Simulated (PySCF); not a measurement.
# C2H2Li2 (Li ... C2H2 ... Li): the cost of one run

Computed with PySCF 2.14.0 and routines of our own; the level stands in each step. Atoms count from 0.

## Step 1: The system as given

6 atoms, charge 0, high-spin multiplicity 3; geometry from: GFN2-xTB fragments, placed rigidly.

The system (radical pair across a spacer): Li···C2H2···Li. The radical centres are 9.01 Å apart; the spin sites are atom 0 (1 unpaired) and atom 1 (1 unpaired).

## Step 2: Magnetic exchange: CASSCF and SC-NEVPT2/def2-TZVP (2,2)

Job settings and geometry (Å):

```
{"job": {"kind": "cas", "basis": "def2-TZVP", "active": "magnetic", "zfs": true}, "charge": 0, "high_spin_multiplicity": 3, "spin_sites": [[[0], 1], [[1], 1]]}
Li    -0.000000     0.000000    -4.502600
Li    -0.000000     0.000000     4.502600
C      0.000000     0.000100     0.596900
C     -0.000000     0.000100    -0.596900
H     -0.000000    -0.000100     1.646600
H      0.000000    -0.000100    -1.646600
```

Method: CASSCF and SC-NEVPT2/def2-TZVP spin states, gas phase.

The run is started by

```console
$ OMP_NUM_THREADS=1 python exch_run.py task.json out
```

The driver reads the jobs from task.json and runs them one after another.

**Question.** How long does this first job take on 1 thread of Arm Neoverse N1, shared host, and how much memory does it need?

About 3.1 s, with a peak of 0.25 GiB.
